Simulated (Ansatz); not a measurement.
Run this with Ansatz's Python interface and show what comes out.

The script, `dfpt.py`:
```python
from pathlib import Path

import ansatz
import numpy as np

structure = (
    ansatz.Lattice.of([-2.08938, 2.08938, 2.08938], [2.08938, -2.08938, 2.08938], [2.08938, 2.08938, -2.08938])
    .atom('I', [0.0, 0.0, 0.0])
)

model = (
    structure.calculation()
    .functional('pbesol')
    .basis(38 * ansatz.Ry)
    .occupations('methfessel_paxton')
    .kpoints(10, 10, 10)
    .phonons('dfpt', points=[(0, 0, 0), (0.5, 0, 0.5)])
)
result = model.run(threads=1, backend='cpu', runs_dir='runs')
ph = result.phonons

for q in ph.qpoints:
    thz = np.asarray(q.omega_inv_cm) / 33.35641
    print('q = ({:.2f}, {:.2f}, {:.2f})'.format(*q.q_frac), np.round(thz, 2) + 0.0, 'THz')
```

```console
$ python dfpt.py
RunWarning: eigensolver did not converge (k=6): 1 band(s) unlocked after 20 sweeps at ethr=1.00e-12 eV (lowest unlocked band 12, counted from 0; max residual 9.98e-5 eV among the unlocked bands, [...]
q = (0.00, 0.00, 0.00) [0. 0. 0.] THz
q = (0.50, 0.00, 0.50) [0.45 1.19 2.17] THz
```
(Warnings from the package without file and line, shortened.)

What to keep in mind:
- The cell holds an odd number of electrons and is run without spin, so a magnetic state may lie lower.
- The cell isn't relaxed first, so the values belong to this volume.
- For a metal this k-point mesh is coarse: on a finer one energies can move by several to tens of meV an atom and pressures by half a GPa or more, differences at one mesh by less.
- This isn't the structure that I takes at ambient conditions.
- The structure is taken as given; imaginary modes can come from an unrelaxed or unstable start. Phonons of metals also depend on mesh and smearing.
- Hardware and time: 30 s on 1 thread of Arm Neoverse V2, with other jobs on the host, peak memory 0.78 GiB.

(Lines on the test bed's own set-up are left out of the output.)
